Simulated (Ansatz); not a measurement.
HfB:

```
Hf B
1.0
     0.00000    2.31000    2.31000
     2.31000    0.00000    2.31000
     2.31000    2.31000    0.00000
Hf B
1 1
Direct
  0.50000 0.50000 0.50000
  0.00000 0.00000 0.00000
```

```yaml
Program: Ansatz 0.2.0
Task: relaxation of cell and atoms
Functional: BLYP
Potentials_or_basis: Ansatz PAW
Cutoff: "420 eV (not typed: the program's choice for these potentials)"
k_mesh: 10 × 10 × 10
Occupations: fermi-dirac, width 0.05 eV
Spin: no spin polarisation
```

At the start: volume 12.33 Å³/atom.

Task: How do energy, volume and symmetry change on relaxing?

Result: It ends after 7 steps and the volume is 14.59 Å³/atom (+18.4 %); space group Fm-3m (No. 225, to 0.05 Å).

Step by step:
| step | energy change (eV) | largest force (eV/Å) | volume (Å³) |
| --- | --- | --- | --- |
| 1 | 0.0000 | 0.0000 | 24.65 |
| 2 | -0.4341 | 0.0000 | 28.35 |
| 3 | -0.4447 | 0.0000 | 28.99 |
| 4 | -0.4450 | 0.0000 | 29.15 |
| 5 | -0.4504 | 0.0000 | 29.15 |
| 6 | -0.4504 | 0.0000 | 29.19 |
| 7 | -0.4504 | 0.0000 | 29.19 |

Final structure:
```
Hf B
1.0
     0.00000    2.44368    2.44368
     2.44368    0.00000    2.44368
     2.44368    2.44368    0.00000
Hf B
1 1
Direct
  0.50000 0.50000 0.50000
  0.00000 0.00000 0.00000
```

Caveat: the volume moved by over 15 % at a fixed basis, so the end points are rough; the plane-wave basis is chosen anew once the cell has moved, so the energies of steps on either side of that aren't comparable; the PAW data sets come from PBE, with cores solved anew for the run's functional, which leaves a small shift of forces and pressure.
